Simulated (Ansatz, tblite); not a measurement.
# The cluster Na2Pb3+: one state, many levels

One table from this session's results is given with a row withheld; the runs are named, their logs left out.

Program: Ansatz 0.2.0, Gaussian basis. Level of theory: as each input shows. These are calculated values, not measurements.

The runs, in order: GFN1-xTB, GFN2-xTB, PBE-D4/def2-TZVP, r2SCAN-D4/def2-TZVP, r2SCAN0-D4/def2-TZVP, BLYP-D4/def2-TZVP, CAM-B3LYP-D4/def2-TZVP, PBE-D4/def2-SVP, PBE0-D4/def2-SVP, CCSD(T)/def2-SVP, MP2/def2-TZVP.

5 further runs of the same task are left out: 5 set aside as unsound or not needed. Runs told in other sessions of the task aren't counted.

**The relaxed structure**

The doublet was relaxed beforehand with PBE0-D4/def2-SVP. At that level it is the lowest of the isomers that a small search found.

5 atoms, charge 1, spin multiplicity 2.

Bond lengths: Na1–Pb4 3.433 Å, Na1–Pb5 3.195 Å, Na2–Pb3 3.519 Å, Na2–Pb4 3.626 Å, Na2–Pb5 3.379 Å, Pb3–Pb4 3.136 Å, Pb3–Pb5 2.950 Å, Pb4–Pb5 3.058 Å. Angles: Pb4–Na1–Pb5 54.8°, Pb3–Na2–Pb4 52.1°, Pb3–Na2–Pb5 50.6°, Pb4–Na2–Pb5 51.6°, Na2–Pb3–Pb4 65.7°, Na2–Pb3–Pb5 62.3°, Pb4–Pb3–Pb5 60.2°, Na1–Pb4–Na2 90.7°, Na1–Pb4–Pb3 115.2°, Na1–Pb4–Pb5 58.6°, Na2–Pb4–Pb3 62.2°, Na2–Pb4–Pb5 60.0°, Pb3–Pb4–Pb5 56.9°, Na1–Pb5–Na2 99.6°, Na1–Pb5–Pb3 129.1°, Na1–Pb5–Pb4 66.6°, Na2–Pb5–Pb3 67.2°, Na2–Pb5–Pb4 68.4° and more.

Pb takes a core potential in the def2 sets. No spin-orbit coupling is included. The ion is computed in the gas phase, without counter-ions or solvent.

PBE0-D4/def2-TZVP was run before; its log isn't repeated, and its numbers join the tables.

Set-up of the first run:

Tight binding, by tblite at 300 K electronic temperature and without a spin-polarisation term:

```python
tblite.interface.Calculator('GFN1-xTB', numbers, positions, charge=1, uhf=1).singlepoint()
```

Tight binding, by tblite at 300 K electronic temperature and without a spin-polarisation term:

```python
tblite.interface.Calculator('GFN2-xTB', numbers, positions, charge=1, uhf=1).singlepoint()
```

start.molden holds the orbitals of an earlier run on this state, given as this run's starting guess.

in.yaml

```yaml
crystal:
  periodic: [false, false, false]
  atoms:
    - {symbol: Na, position_ang: [2.693938, -1.488371, -0.645492]}
    - {symbol: Na, position_ang: [-1.562333, 0.878825, -1.872838]}
    - {symbol: Pb, position_ang: [-1.625784, 1.145739, 1.635116]}
    - {symbol: Pb, position_ang: [-0.515040, -1.587190, 0.570277]}
    - {symbol: Pb, position_ang: [1.009229, 1.050998, 0.312937]}
basis:
  gaussian: {orbitals: def2-TZVP, initial_orbitals: start.molden}
total_charge: 1
magnetization: {spin_polarized: true, initial_magnetization: 1}
hamiltonian: {xc: pbe, dispersion: d4}
scf: {omitted_lower_state_checks: [starts]}
output: {forces: true, orbitals: {seedname: orbitals}}
```

Command:

```console
ansatz run in.yaml --threads 4 --pin off --events-out ev --progress --plain --max-ram 4787MiB
```

Among the steps run: PBE-D4/def2-TZVP; r2SCAN-D4/def2-TZVP; r2SCAN0-D4/def2-TZVP; BLYP-D4/def2-TZVP; CAM-B3LYP-D4/def2-TZVP; PBE-D4/def2-SVP; PBE0-D4/def2-SVP; CCSD(T)/def2-SVP; MP2/def2-TZVP.

One of the session's tables, all rows but one given; the rest of the session is left out.

It belongs to the step «Levels side by side». 

```
                 level  HOMO (eV)  LUMO (eV)  gap (eV)
       PBE-D4/def2-SVP      -7.50      -7.07      0.42
      PBE-D4/def2-TZVP      -7.49      -7.04      0.45
     BLYP-D4/def2-TZVP      -7.36      -6.98      0.38
   r2SCAN-D4/def2-TZVP      -7.54      -6.73      0.80
      PBE0-D4/def2-SVP      -8.13      -6.41      1.72
     PBE0-D4/def2-TZVP      -8.11      -6.36      1.75
  r2SCAN0-D4/def2-TZVP      -8.19      -6.16      2.03
CAM-B3LYP-D4/def2-TZVP          ?          ?         ?
```

**Question.** Estimate the row for CAM-B3LYP-D4/def2-TZVP.

The run gave: HOMO (eV): -9.04; LUMO (eV): -5.52; gap (eV): 3.52. In the column «HOMO (eV)» it is the lowest.

Caveats from the session: Notes on CCSD(T)/def2-SVP: spin contamination.
